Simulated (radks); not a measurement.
**Nuclear size and the levels of Ti⁺**

Aim: how the total energy, the levels and the density at the nucleus of Ti⁺ respond when the nuclear radius is scaled.

Program: radks (a radial shooting solver on a logarithmic mesh, Libxc functionals) version 1. Level of theory: Dirac Kohn-Sham, BLYP, spin-unpolarised, spherical densities, finite nucleus; open shells fill j = l - 1/2 first. These are calculated values, not measurements, unless marked.

## Step 1: The atom as given

| Item | Value |
| --- | --- |
| element | titanium (Z = 22) |
| charge | +1 |
| electrons | 21 |
| configuration | [Ar] 3d2 4s1 |
| nuclear rms radius | 3.5921 fm |

## Step 2: rms radius 3.5921 fm

Settings of this run:

```text
Z 22
configuration [Ar] 3d2 4s1 4p0 5s0
relativity Dirac
functional b88,lyp
spin unpolarised
j_filling energy
nucleus finite rms 3.5921 fm
c 137.035999084
```

## Step 3: rms radius 3.1179 fm

Settings, as their differences from step 2:

```diff
@@ -6,3 +6,3 @@
 j_filling energy
-nucleus finite rms 3.5921 fm
+nucleus finite rms 3.1179 fm
 c 137.035999084
```

## Step 4: rms radius 3.4772 fm

Settings, as their differences from step 3:

```diff
@@ -6,3 +6,3 @@
 j_filling energy
-nucleus finite rms 3.1179 fm
+nucleus finite rms 3.4772 fm
 c 137.035999084
```

## Step 5: rms radius 3.8831 fm

Settings, as their differences from step 4:

```diff
@@ -6,3 +6,3 @@
 j_filling energy
-nucleus finite rms 3.4772 fm
+nucleus finite rms 3.8831 fm
 c 137.035999084
```

## Step 6: rms radius 4.4291 fm

Settings, as their differences from step 5:

```diff
@@ -6,3 +6,3 @@
 j_filling energy
-nucleus finite rms 3.8831 fm
+nucleus finite rms 4.4291 fm
 c 137.035999084
```

Before running it: what results should come out? Wanted: for each run, rms radius; total energy shift; density at nucleus; 1s1/2 shift; 2s1/2 shift; 2p1/2 shift; 3s1/2 shift.

**Answer**, as computed:

| rms radius (fm) | total energy shift (eV) | density at nucleus (e/bohr³) | 1s1/2 shift (meV) | 2s1/2 shift (meV) | 2p1/2 shift (meV) | 3s1/2 shift (meV) |
| --- | --- | --- | --- | --- | --- | --- |
| 3.1179 | -0.0121 | 8537 | -5.10 | -0.425 | 0.0561 | -0.0563 |
| 3.4772 | -0.00307 | 8508 | -1.30 | -0.108 | 0.0143 | -0.0143 |
| 3.5921 | 0 | 8499 | 0 | 0 | 0 | 0 |
| 3.8831 | 0.00821 | 8479 | 3.47 | 0.290 | -0.0383 | 0.0384 |
| 4.4291 | 0.0253 | 8444 | 10.7 | 0.892 | -0.118 | 0.118 |

In words: Shifts are against the first run. Over the range the 1s1/2 level moves by 0.0158 eV and the 3s1/2 level by 0.174 meV. A larger nucleus binds the 1s electrons less and lowers the density at its centre. These are shifts of eigenvalues, not the field shifts of spectral lines.
